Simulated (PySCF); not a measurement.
# PrF3(H2O): how tightly the ligands are held

Aim: take one ligand of each kind off PrF3(H2O), with both parts rigid, and scan its distance from the metal. The structure is generated, not taken from experiment.

The runs use PySCF 2.14.0; PBE0, Pr lcecp-1-SVP with ECP48, F def2-SVP, O def2-SVP, H def2-SVP; scalar-relativistic core potentials, no spin–orbit coupling.

1 further run of the same task is left out (for a known fault of the program).

## Step 1: The system as given

7 atoms, charge 0, spin multiplicity 1.

Bond lengths: Pr1–F2 2.111 Å, Pr1–F3 2.108 Å, Pr1–F4 2.111 Å, Pr1–O5 2.549 Å, O5–H6 0.965 Å, O5–H7 0.965 Å. Angles: F2–Pr1–F3 115.8°, F2–Pr1–F4 118.0°, F2–Pr1–O5 100.3°, F3–Pr1–F4 115.8°, F3–Pr1–O5 102.1°, F4–Pr1–O5 100.3°, Pr1–O5–H6 126.8°, Pr1–O5–H7 126.8°, H6–O5–H7 106.3°.

As a file:

```xyz
7
charge 0, multiplicity 1
Pr    0.0960   -0.0970    0.0970
F     1.1480    1.3780    1.1810
F    -1.3385   -1.1891    1.1891
F     1.1480   -1.1810   -1.3780
O    -1.3649    1.3798   -1.3798
H    -1.7021    2.2587   -1.1662
H    -1.7021    1.1662   -2.2587
```

Formal oxidation states: Pr +3. Each metal's 2 4f electrons lie in its core potential, so multiplicities, spins and levels count the valence alone. An earlier session relaxed this geometry at PBE0, Pr lcecp-1-SVP with ECP48, F def2-SVP, O def2-SVP, H def2-SVP (singlet, point group Cs).

## Step 2: F taken off

The ligand (atom 2) keeps its formal charge and a closed shell where it can; ligand and rest are solved at the complex's geometry, in vacuum, with the settings of the relaxation.

| part | charge | state | energy (Eh) |
| --- | --- | --- | --- |
| complex | 0 | singlet | -408.444980 |
| ligand | -1 | singlet | -99.594968 |
| rest | 1 | singlet | -308.456386 |

It took 1.2 s on 2 threads of Arm Neoverse V1, shared host.

## Step 3: Rigid scan of F

Atom 2 moves along the line from atom 1; the distance is to the donor, the donors' midpoint or the ring centre. Each point starts from the density of the one before.

| distance (Å) | energy from the relaxed point (eV) |
| --- | --- |
| 1.81 | 1.277 |
| 1.91 | 0.487 |
| 2.01 | 0.105 |
| 2.11 | 0.000 |
| 2.21 | 0.079 |
| 2.31 | 0.277 |
| 2.51 | 0.863 |
| 2.81 | 1.881 |
| 3.21 | 3.129 |
| 3.71 | 4.320 |

Wall time 12 s (2 threads of Arm Neoverse V1, shared host).

## Step 4: H2O taken off

The ligand (atoms 5, 6, 7) keeps its formal charge and a closed shell where it can; ligand and rest are solved at the complex's geometry, in vacuum, with the settings of the relaxation.

| part | charge | state | energy (Eh) |
| --- | --- | --- | --- |
| complex | 0 | singlet | -408.444980 |
| ligand | 0 | singlet | -76.276083 |
| rest | 0 | singlet | -332.123585 |

Wall time 0.7 s (2 threads of Arm Neoverse V1, shared host).

## Step 5: Rigid scan of H2O

Atoms 5, 6, 7 move together along the line from atom 1; the distance is to the donor, the donors' midpoint or the ring centre. Each point starts from the density of the one before.

| distance (Å) | energy from the relaxed point (eV) |
| --- | --- |
| 2.25 | 0.327 |
| 2.35 | 0.124 |
| 2.45 | 0.027 |
| 2.55 | 0.000 |
| 2.65 | 0.019 |
| 2.75 | 0.065 |
| 2.95 | 0.199 |
| 3.25 | 0.415 |
| 3.65 | 0.651 |
| 4.15 | 0.851 |

Wall time 11 s (2 threads of Arm Neoverse V1, shared host).

## Step 6: Summary of results

```
                    quantity       value
                taking off F    10.71 eV
  stiffness of the F contact  18.4 eV/Å²
              taking off H2O     1.23 eV
stiffness of the H2O contact   4.5 eV/Å²
```

**Reading.** Taking off F as a fragment of charge -1 costs 10.71 eV, much of it the attraction of the two charges. Near 2.11 Å the F contact has a stiffness of about 18.4 eV/Å², and the energy stands 4.32 eV higher at 3.71 Å. Taking off H2O as a fragment of charge +0 costs 1.23 eV. Near 2.55 Å the H2O contact has a stiffness of about 4.5 eV/Å², and the energy stands 0.85 eV higher at 4.15 Å. The free anion is solved without diffuse functions, no counterpoise correction is made, and the parts aren't relaxed; each of these makes the binding look larger. The bases are small and lack diffuse functions. Spin–orbit coupling is left out.
